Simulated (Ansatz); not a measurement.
Consider an atomisation energy of C₂H₇ISi, SMILES CC([SiH3])I (Ansatz 0.2.0 through its Python package).

`tae.py`
```python
from collections import Counter

import ansatz as az

params = {
    "basis": "def2-SVPD",
    "functional": "pbe0",
    "vdw": "d3bj",
}


def single_point(molecule, charge=0, unpaired=0):
    calc = (
        molecule.calculation()
        .basis(gaussian=params["basis"])
        .functional(params["functional"], dispersion=params["vdw"])
    )
    if charge:
        calc = calc.charge(charge)
    if unpaired:
        calc = calc.spin("collinear", total=unpaired)
    report = calc.run().report
    if report["published_state_doubts"]:
        print("  doubts:", report["published_state_doubts"])
    return report["free_energy_ev"]


def main() -> None:
    geometry_ang = [
        ("C", (-0.9063, 1.0173, -0.2218)),
        ("C", (-0.4022, -0.1711, 0.48)),
        ("Si", (1.2661, -0.7233, -0.0871)),
        ("I", (-1.6472, -1.8427, 0.1417)),
        ("H", (-1.0353, 0.9038, -1.3343)),
        ("H", (-1.9523, 1.3336, 0.1407)),
        ("H", (-0.2825, 1.9355, -0.0678)),
        ("H", (-0.3314, 0.0509, 1.5509)),
        ("H", (2.2804, 0.3876, 0.2004)),
        ("H", (1.3219, -1.0418, -1.502)),
        ("H", (1.7543, -1.9068, 0.7199)),
    ]
    system = az.Crystal.molecule()
    for symbol, xyz in geometry_ang:
        system = system.atom(symbol, xyz)

    unpaired = {"C": 2, "Si": 2, "I": 1, "H": 1}
    counts = Counter(site.symbol for site in system.cartesian_sites)
    atom_energy = {s: single_point(az.Crystal.molecule().atom(s, (0, 0, 0)), 0, unpaired[s]) for s in counts}
    whole = single_point(system, 0, 0)
    for s, e in atom_energy.items():
        print(f"{s:2s} x{counts[s]}  {e:14.5f} eV")
    print(f"C2H7ISi: {whole:.5f} eV")
    split = sum(counts[s] * e for s, e in atom_energy.items()) - whole
    print(f"atomisation energy (no zero-point term): {96.485332 * split:.1f} kJ/mol, {split / sum(counts.values()):.3f} eV an atom")


if __name__ == "__main__":
    main()
```

What does it cost to take this molecule apart into atoms?

3664.4 kJ/mol from the electronic energies, without the zero-point term.

The run itself:

```console
$ python tae.py
C  x2     -1027.54175 eV
Si x1     -7868.24738 eV
I  x1     -8100.43446 eV
H  x7       -13.61361 eV
C2H7ISi: -18157.03915 eV
atomisation energy (no zero-point term): 3664.4 kJ/mol, 3.453 eV an atom
```

Caveats:
- These settings explore the input space; basis and method may be short of convergence.
- The geometry is a force-field or estimated start, not a minimum of this method, and the basis set is short of its limit. All parts are taken at fixed geometry, without zero-point energy.
- def2 sets replace the cores of elements past krypton by effective core potentials.
- The spin-orbit lowering of heavy atoms is left out.
- The whole script took 8.4 s on 1 thread of Arm Neoverse V1 (shared host), peak memory 0.38 GiB.
